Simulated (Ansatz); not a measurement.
# P (Im-3m): energy and pressure against volume

An exercise on one series of results from a longer session: the logs are not shown, and one member is left open.

Method: DFT r²SCAN, scalar-relativistic, plane waves, PAW, in Ansatz 0.2.0.

The runs add the D3(BJ) dispersion term to the functional named.

## The structure to begin with

Symmetry: Im-3m, No. 229, cubic system. Conventional cell: a = 3.034 Å, b = 3.034 Å, c = 3.034 Å, α = 90.00°, β = 90.00°, γ = 90.00°. P (site symmetry m-3m) has 8 P at 2.63 Å as nearest neighbours.

Structure file:

```xyz
1
Lattice="-1.5170 1.5170 1.5170 1.5170 -1.5170 1.5170 1.5170 1.5170 -1.5170" Properties=species:S:1:pos:R:3 pbc="T T T"
P     0.0000    0.0000    0.0000
```

This cell comes from an earlier session at r²SCAN: 13.964 Å³/atom at -0.03 GPa, on a 20×20×20 mesh.

The first run:

input.yaml

```yaml
crystal:
  lattice:
    - [-1.4965049076, 1.4965049076, 1.4965049076]
    - [1.4965049076, -1.4965049076, 1.4965049076]
    - [1.4965049076, 1.4965049076, -1.4965049076]
  atoms:
    - { symbol: P, position: [0.0, 0.0, 0.0] }
basis:
  ecutwfc: 500
  ecutrho_ratio: 4
kpoints:
  mp_grid: { grid: [20, 20, 20] }
hamiltonian:
  xc: r2scan
  dispersion: d3bj
scf:
  occupations: { method: gaussian, width: 0.05 }
output:
  forces: true
  stress: true
  eigenvalues: true
```

Run with:

```bash
ansatz run input.yaml --threads 1 --pin off --max-ram 2560MiB --backend cpu --events-out ev --progress --plain --runs-dir out
```

Among the steps run: Volume × 0.96; Volume × 1.04; Volume × 0.92; Volume × 0.88; Volume × 0.84; Volume × 0.8; Volume × 0.76; Volume × 0.72; Volume × 0.68; Volume × 0.64.

One table of the session follows, with a row left open; its other results are not shown here.

```
volume (Å³/atom)  energy above the lowest (meV/atom)  pressure (GPa)
           8.937                              1086.2           102.0
           9.496                                   ?               ?
          10.054                               543.1            58.3
          10.613                               366.1            44.2
          11.172                               234.0            32.0
          11.730                               138.7            23.0
          12.289                                71.7            15.8
          12.847                                28.6             9.2
          13.406                                 7.7             4.5
          13.964                                 0.0             0.0
          14.523                                 6.9            -3.7
```

**Question.** Estimate the row for volume (Å³/atom) = 9.496.

Worked estimate for «energy above the lowest (meV/atom)». A straight line through the neighbours (8.937, 1086.2) and (10.054, 543.1) gives 1086.2 + (543.1 − 1086.2) × (9.496 − 8.937) / (10.054 − 8.937) = 814.4; a parabola fitted to 3 rows on both sides gives 782.8.

As computed: energy above the lowest (meV/atom): 775.4; pressure (GPa): 77.1. In «energy above the lowest (meV/atom)» the line misses by +39.0 and the parabola by +7.4.

Caveats from the session: The k mesh is not the same at all volumes. Other structures may be lower in enthalpy at these pressures. Warnings in the runs' records: dispersion damping borrowed.
